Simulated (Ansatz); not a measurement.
Born–Oppenheimer molecular dynamics of a periodic cell of 32 atoms, LiMg₆GaO₈ (host LiMg6GaO8, host structure P4/mmm). It goes on from the last frame of an earlier run, with new velocities.

The calculation used DFT LDA, scalar-relativistic, plane waves, PAW (Ansatz). Settings: accuracy low, cutoff 420 eV, k mesh 2x2x1, fermi-dirac smearing 0.05 eV, no spin polarisation.

```yaml
ensemble: NVT, Nosé–Hoover chain
time_step: 1.5 fs
steps_asked: 400
set_temperature: 2400 K
thermostat: time constant 100 fs, chain length 3
seed: 674216
```

Frames 15 fs apart, positions in Å, forces in eV/Å.

Velocities at 465 fs (Å/ps):

```
Li 2.28 -5.79 4.52
Mg -16.76 -11.21 2.98
Mg 7.87 12.92 0.91
Mg -11.14 -2.55 4.11
Mg -1.05 2.70 8.52
Mg -22.03 3.17 -3.17
Mg -8.62 3.23 2.32
Ga -2.18 2.71 7.36
O -0.52 0.72 15.06
O 5.94 10.28 -29.98
O -4.75 -1.69 -16.58
O -1.39 2.56 -10.27
O -22.59 9.34 -3.50
O -12.28 8.23 4.36
O -5.94 -3.71 5.99
O -19.49 -6.66 6.86
Li -9.09 25.01 4.94
Mg 3.90 -3.56 -2.25
Mg -3.46 3.03 5.24
Mg 15.00 -1.99 -13.28
Mg 11.39 0.96 -5.80
Mg 4.81 0.32 1.32
Mg 12.50 -11.59 4.59
Ga 5.08 1.29 -4.15
O -8.47 -19.52 -8.22
O 16.70 -10.05 9.60
O 8.18 -24.47 16.77
O 6.48 -5.39 -8.14
O 15.07 4.04 -9.10
O 19.72 10.30 0.42
O 2.08 7.28 -9.50
O 3.10 -0.07 9.83
```

```xyz
32
Lattice="-4.2458 -4.2458 0.0000 4.2458 -4.2458 0.0000 0.0000 0.0000 8.4730" Properties=species:S:1:pos:R:3:forces:R:3 time_fs=465 energy_less_start_eV=4.874 T=2234
Li 0.228 -4.536 -0.049 -1.07 0.16 0.59
Mg 1.893 -1.852 -0.070 -0.03 -2.60 1.83
Mg 1.782 -2.288 4.322 0.32 1.11 -0.15
Mg -0.125 -2.270 2.129 1.58 -0.16 -0.10
Mg -0.434 -2.209 6.537 2.04 -0.59 -0.30
Mg 2.095 -4.493 2.181 0.19 1.89 1.19
Mg 1.833 -4.672 6.325 -0.66 2.14 0.21
Ga -0.233 -4.732 4.318 1.27 4.70 0.93
O -0.241 -4.200 2.638 0.71 -2.21 -1.71
O -0.225 -4.549 6.148 0.28 1.85 1.24
O 2.037 -2.096 2.247 -0.30 -1.87 0.09
O 2.033 -2.030 6.327 -2.20 -0.55 1.49
O -0.249 -2.160 -0.041 2.21 0.16 0.39
O -0.175 -2.174 4.170 -1.64 1.37 2.36
O 2.043 -4.498 0.351 -3.35 -0.70 -1.83
O 1.764 -4.130 4.346 1.27 -3.27 -0.47
Li -0.730 0.110 -0.053 2.87 -0.07 0.12
Mg -2.091 -2.399 0.308 -1.67 0.51 -1.58
Mg -2.215 -2.736 4.585 1.72 5.77 -1.84
Mg 0.245 -6.485 2.417 -2.82 -0.58 -2.60
Mg -0.336 -6.534 6.718 0.34 0.01 -1.75
Mg -2.349 -4.479 2.168 2.43 0.56 -0.70
Mg -2.534 -4.356 6.581 0.63 -0.25 0.58
Ga -0.173 -0.119 4.274 -1.51 -1.50 -0.03
O 0.047 -0.159 2.315 -2.89 1.12 1.56
O -0.492 -0.072 6.180 1.52 -0.74 0.35
O -2.026 -2.420 2.205 -2.75 1.51 1.87
O -2.425 -2.362 6.438 0.44 -0.16 -0.16
O -0.110 -6.670 0.083 0.27 1.07 0.92
O -0.336 -6.421 4.476 1.46 -4.97 -1.42
O -2.007 -4.303 0.188 -0.49 -0.06 -1.32
O -2.512 -4.375 4.348 -0.17 -3.65 0.26
32
Lattice="-4.2458 -4.2458 0.0000 4.2458 -4.2458 0.0000 0.0000 0.0000 8.4730" Properties=species:S:1:pos:R:3:forces:R:3 time_fs=480 energy_less_start_eV=2.895 T=2671
Li 0.061 -4.619 0.092 -1.20 -0.03 -0.12
Mg 1.649 -2.080 0.047 0.46 -0.11 0.23
Mg 1.882 -2.116 4.326 -1.00 -2.99 0.23
Mg -0.216 -2.304 2.196 0.37 0.45 0.11
Mg -0.376 -2.183 6.604 0.90 0.02 -1.89
Mg 1.799 -4.359 2.211 1.73 1.27 0.59
Mg 1.728 -4.550 6.363 2.14 0.90 0.82
Ga -0.249 -4.636 4.402 0.72 0.19 -2.11
O -0.202 -4.323 2.667 0.09 -1.22 -2.73
O -0.163 -4.289 6.050 -1.35 -0.13 4.75
O 1.945 -2.230 2.025 -0.35 -0.38 1.54
O 1.933 -2.085 6.312 0.53 -2.36 1.72
O -0.352 -2.024 -0.027 2.57 -0.76 1.87
O -0.391 -1.986 4.355 1.74 -0.77 -0.05
O 1.808 -4.560 0.297 0.31 1.31 -0.92
O 1.629 -4.334 4.392 2.62 0.40 -1.18
Li -0.583 0.346 0.066 0.04 -1.91 0.20
Mg -2.136 -2.421 0.227 -1.11 1.01 -1.33
Mg -2.211 -2.510 4.552 -0.22 0.59 -2.15
Mg 0.328 -6.544 2.141 -3.48 -0.57 -0.37
Mg -0.166 -6.534 6.559 -0.27 -1.25 -0.12
Mg -2.210 -4.478 2.155 0.01 -1.43 -0.92
Mg -2.338 -4.493 6.652 -0.61 1.81 -1.32
Ga -0.122 -0.125 4.220 -1.01 -0.82 1.51
O -0.194 -0.330 2.288 0.13 2.28 0.91
O -0.213 -0.218 6.322 -0.93 1.66 -0.53
O -2.116 -2.646 2.486 -1.12 2.26 -1.36
O -2.329 -2.415 6.376 -0.58 1.07 1.49
O 0.119 -6.529 0.030 -1.00 0.23 1.18
O 0.009 -6.594 4.382 -1.50 -0.24 -0.78
O -2.003 -4.297 -0.002 -0.02 -1.93 1.92
O -2.455 -4.524 4.477 1.36 1.44 -1.16
32
Lattice="-4.2458 -4.2458 0.0000 4.2458 -4.2458 0.0000 0.0000 0.0000 8.4730" Properties=species:S:1:pos:R:3:forces:R:3 time_fs=495 energy_less_start_eV=4.181 T=2272
Li -0.372 -4.684 0.200 2.08 0.20 -0.70
Mg 1.486 -2.339 0.172 3.77 -0.84 -1.90
Mg 1.907 -2.180 4.350 -0.29 -2.09 0.73
Mg -0.269 -2.292 2.257 -1.29 1.17 -1.22
Mg -0.237 -2.149 6.543 -0.11 0.86 0.80
Mg 1.662 -4.151 2.285 2.44 -3.61 -1.59
Mg 1.780 -4.343 6.474 0.80 -0.43 1.77
Ga -0.242 -4.512 4.428 0.27 0.22 0.08
O -0.167 -4.599 2.403 -0.76 0.63 1.58
O -0.233 -4.071 6.468 0.29 -3.00 -3.03
O 1.817 -2.393 2.030 0.06 3.09 3.07
O 1.881 -2.385 6.492 1.11 1.01 -1.06
O -0.203 -1.971 0.185 -3.92 -0.19 0.11
O -0.386 -1.901 4.550 2.63 -2.74 -1.66
O 1.584 -4.460 0.110 1.76 1.65 0.49
O 1.768 -4.502 4.319 -1.20 2.08 0.53
Li -0.348 0.076 0.210 -0.30 -1.00 -0.63
Mg -2.250 -2.359 0.038 2.00 0.91 -0.48
Mg -2.215 -2.191 4.368 -0.82 -0.96 1.20
Mg 0.128 -6.650 1.849 -1.17 -0.36 3.58
Mg -0.021 -6.634 6.391 -0.50 -1.04 1.95
Mg -2.063 -4.559 2.066 -1.35 0.23 -0.44
Mg -2.191 -4.503 6.623 -1.00 0.33 -0.25
Ga -0.100 -0.155 4.208 0.06 0.45 1.25
O -0.444 -0.234 2.378 0.66 0.30 -0.23
O -0.034 -0.175 6.396 -0.82 0.97 -0.86
O -2.349 -2.620 2.578 2.10 -0.21 -3.31
O -2.294 -2.337 6.463 -0.07 0.95 -0.70
O 0.181 -6.396 0.105 -2.85 -2.34 -1.92
O 0.156 -6.870 4.206 -3.20 3.04 1.72
O -2.031 -4.505 0.039 -1.86 0.43 1.79
O -2.231 -4.570 4.475 1.45 0.30 -0.66
32
Lattice="-4.2458 -4.2458 0.0000 4.2458 -4.2458 0.0000 0.0000 0.0000 8.4730" Properties=species:S:1:pos:R:3:forces:R:3 time_fs=510 energy_less_start_eV=4.181 T=2184
Li -0.333 -4.693 0.103 0.39 -0.12 -0.35
Mg 1.566 -2.586 0.170 0.70 7.09 0.32
Mg 1.912 -2.419 4.422 1.13 1.12 -0.30
Mg -0.412 -2.194 2.231 0.28 0.07 0.14
Mg -0.106 -2.070 6.530 -0.52 -0.92 0.41
Mg 1.713 -4.199 2.233 -0.51 -1.57 -0.96
Mg 1.904 -4.231 6.707 -0.41 -3.38 -1.61
Ga -0.216 -4.384 4.455 2.92 -0.15 -0.15
O -0.188 -4.794 2.302 1.21 1.56 1.32
O -0.274 -4.182 6.551 1.46 -0.41 -2.25
O 1.683 -2.248 2.385 -0.17 -0.74 -0.51
O 1.960 -2.491 6.551 -0.08 4.15 -1.55
O -0.389 -2.000 0.396 0.31 -2.29 -2.72
O -0.078 -2.116 4.529 -0.99 0.18 -1.30
O 1.579 -4.239 0.010 1.18 -5.63 2.61
O 1.793 -4.397 4.300 -1.05 1.04 0.89
Li -0.173 -0.411 0.205 0.78 2.53 -0.18
Mg -2.246 -2.225 -0.159 -1.27 -0.18 3.23
Mg -2.285 -1.988 4.251 -0.46 -2.93 0.26
Mg -0.175 -6.780 1.824 1.22 0.96 1.62
Mg 0.070 -6.786 6.381 -1.53 3.17 1.58
Mg -2.027 -4.630 1.971 -0.90 1.09 3.07
Mg -2.133 -4.478 6.564 -0.70 -0.70 0.89
Ga -0.080 -0.173 4.235 0.48 0.71 0.82
O -0.602 -0.093 2.451 1.05 -1.49 -0.20
O 0.035 -0.060 6.352 -0.36 -3.50 -1.14
O -2.350 -2.576 2.316 0.48 0.33 0.28
O -2.263 -2.138 6.457 0.76 0.27 -1.72
O -0.063 -6.533 -0.029 0.18 -1.21 -0.63
O -0.072 -6.796 4.233 -0.18 0.81 1.78
O -2.252 -4.680 0.249 -0.85 0.48 -4.14
O -1.898 -4.552 4.395 -4.55 -0.37 0.50
32
Lattice="-4.2458 -4.2458 0.0000 4.2458 -4.2458 0.0000 0.0000 0.0000 8.4730" Properties=species:S:1:pos:R:3:forces:R:3 time_fs=525 energy_less_start_eV=4.725 T=1959
Li -0.105 -4.723 -0.101 -0.83 0.30 0.31
Mg 1.733 -2.413 0.155 0.09 -0.11 -0.42
Mg 2.011 -2.526 4.484 0.48 4.03 -0.18
Mg -0.513 -2.086 2.202 2.89 -1.03 -0.22
Mg -0.023 -2.069 6.551 -0.95 -2.12 -0.35
Mg 1.734 -4.411 2.102 -1.11 0.25 1.00
Mg 2.001 -4.338 6.808 -0.11 1.34 -2.42
Ga -0.134 -4.263 4.475 -1.72 -0.66 -1.08
O -0.102 -4.804 2.369 -1.14 0.36 0.11
O -0.146 -4.375 6.359 0.35 0.40 1.13
O 1.558 -2.120 2.642 1.66 -1.45 -4.67
O 2.028 -2.183 6.453 -0.93 -2.47 0.85
O -0.538 -2.229 0.279 3.21 -0.14 -2.01
O 0.079 -2.329 4.359 -3.88 1.45 0.81
O 1.728 -4.473 0.212 -0.09 1.33 -0.72
O 1.698 -4.256 4.374 1.41 -4.22 -0.44
Li 0.118 -0.378 0.141 -2.92 0.75 0.01
Mg -2.327 -2.107 -0.121 -0.89 -1.85 1.69
Mg -2.397 -2.014 4.178 -0.44 -1.22 1.03
Mg -0.381 -6.822 1.970 1.51 1.96 0.31
Mg 0.035 -6.735 6.479 -1.08 1.09 -2.09
Mg -2.071 -4.612 2.066 0.05 1.09 0.53
Mg -2.130 -4.506 6.568 0.16 -0.12 -0.43
Ga -0.043 -0.173 4.289 1.12 0.15 0.68
O -0.618 -0.132 2.502 1.09 -0.67 0.29
O 0.047 -0.247 6.168 -0.48 1.69 -0.05
O -2.309 -2.507 2.063 -2.08 0.01 1.79
O -2.160 -1.932 6.283 -0.54 -2.10 1.01
O -0.308 -6.821 -0.224 0.63 0.34 3.67
O -0.321 -6.608 4.471 2.65 -1.50 -0.49
O -2.573 -4.777 0.087 3.53 1.34 0.20
O -2.019 -4.548 4.364 -1.65 1.77 0.18
32
Lattice="-4.2458 -4.2458 0.0000 4.2458 -4.2458 0.0000 0.0000 0.0000 8.4730" Properties=species:S:1:pos:R:3:forces:R:3 time_fs=540 energy_less_start_eV=2.979 T=2312
Li -0.097 -4.638 -0.208 -0.34 1.31 0.61
Mg 1.900 -2.196 0.118 -1.22 -2.38 0.15
Mg 2.119 -2.352 4.508 -1.81 -0.02 -1.60
Mg -0.399 -2.076 2.160 1.15 -1.70 -0.88
Mg -0.027 -2.222 6.547 -1.47 -0.05 -0.51
Mg 1.673 -4.597 2.085 0.62 1.29 2.27
Mg 2.089 -4.370 6.696 0.09 -0.12 -0.91
Ga -0.080 -4.166 4.462 0.00 -1.61 -1.41
O -0.157 -4.747 2.471 -1.92 0.59 0.57
O 0.015 -4.512 6.291 -1.63 0.83 1.19
O 1.639 -2.188 2.376 1.85 -0.60 -1.15
O 1.994 -2.158 6.431 0.05 -2.63 0.15
O -0.352 -2.501 -0.084 0.47 0.21 1.95
O -0.196 -2.366 4.260 -0.36 0.45 0.10
O 1.872 -4.619 0.310 -0.45 1.97 -3.19
O 1.764 -4.508 4.397 0.61 2.01 -0.99
Li -0.153 -0.107 0.086 0.39 -2.47 0.15
Mg -2.460 -2.172 0.061 1.40 -3.34 -0.66
Mg -2.533 -2.159 4.194 1.11 -0.81 1.40
Mg -0.459 -6.718 2.141 0.61 -0.33 -0.24
Mg -0.089 -6.573 6.469 0.46 -0.41 0.91
Mg -2.121 -4.499 2.224 -0.77 0.53 -0.55
Mg -2.128 -4.524 6.543 -0.56 1.85 -0.78
Ga 0.019 -0.166 4.349 -1.52 -0.20 -2.13
O -0.498 -0.234 2.578 0.29 1.44 -0.45
O -0.009 -0.310 6.043 -0.91 1.03 4.09
O -2.471 -2.438 2.040 0.30 -0.42 1.67
O -2.120 -1.990 6.221 -1.16 -2.64 1.86
O -0.459 -7.037 -0.045 0.91 4.17 0.42
O -0.255 -6.588 4.629 0.77 -0.70 -3.16
O -2.560 -4.669 -0.101 0.89 2.63 1.79
O -2.391 -4.359 4.348 2.17 0.11 -0.67
32
Lattice="-4.2458 -4.2458 0.0000 4.2458 -4.2458 0.0000 0.0000 0.0000 8.4730" Properties=species:S:1:pos:R:3:forces:R:3 time_fs=555 energy_less_start_eV=2.467 T=2332
Li -0.186 -4.268 -0.144 0.16 -2.61 0.29
Mg 1.966 -2.162 0.081 -1.09 -0.68 -0.92
Mg 2.097 -2.165 4.415 0.20 -0.99 -0.34
Mg -0.177 -2.196 2.050 0.02 -0.23 -0.37
Mg -0.151 -2.388 6.488 -0.60 0.94 0.02
Mg 1.659 -4.673 2.229 1.07 1.09 -1.35
Mg 2.170 -4.408 6.511 -1.44 -1.33 0.65
Ga -0.035 -4.117 4.409 0.75 -1.54 0.20
O -0.407 -4.611 2.638 1.69 0.68 -0.07
O -0.019 -4.535 6.343 -1.43 1.11 -2.04
O 1.906 -2.325 1.972 -2.23 0.56 3.71
O 1.956 -2.430 6.413 0.21 1.73 -1.42
O -0.074 -2.705 -0.181 -0.16 4.40 3.40
O -0.523 -2.336 4.194 2.60 0.05 0.52
O 1.947 -4.558 0.057 -0.73 -1.36 0.80
O 1.908 -4.567 4.307 -1.48 1.87 0.05
Li -0.516 -0.284 0.056 0.90 0.70 -0.05
Mg -2.502 -2.484 0.194 -0.54 1.79 -1.12
Mg -2.557 -2.342 4.321 2.58 2.32 0.46
Mg -0.463 -6.632 2.278 1.54 -0.86 -1.59
Mg -0.179 -6.451 6.498 0.91 -1.70 1.22
Mg -2.241 -4.344 2.324 -1.57 -0.31 -2.22
Mg -2.174 -4.399 6.470 -1.13 0.76 0.97
Ga 0.025 -0.168 4.373 -4.04 -0.23 1.08
O -0.333 -0.202 2.584 0.31 -0.76 -1.19
O -0.155 -0.226 6.296 0.89 -0.49 -1.22
O -2.613 -2.408 2.222 1.20 0.41 0.07
O -2.223 -2.366 6.375 -0.56 0.13 -0.07
O -0.450 -6.825 0.230 2.24 1.16 -1.31
O -0.125 -6.662 4.449 -3.27 0.23 -0.31
O -2.359 -4.294 -0.073 0.47 -2.87 1.10
O -2.464 -4.185 4.278 2.52 -3.97 1.08
```

Of the whole run (600 fs, mean temperature of the second half 2358 K): The conserved energy stayed within 0.77 meV per atom of its start (net change 0.045 meV per atom), so the integration is sound. A run of 0.6 ps of so small a system gives no equilibrium averages. Limits of this set-up: coarse k mesh, low accuracy level.

Time of the run: 19 min on 2 threads of Intel(R) Xeon(R) Platinum 8488C (Sapphire Rapids) (shared host), peak memory 1 GiB.
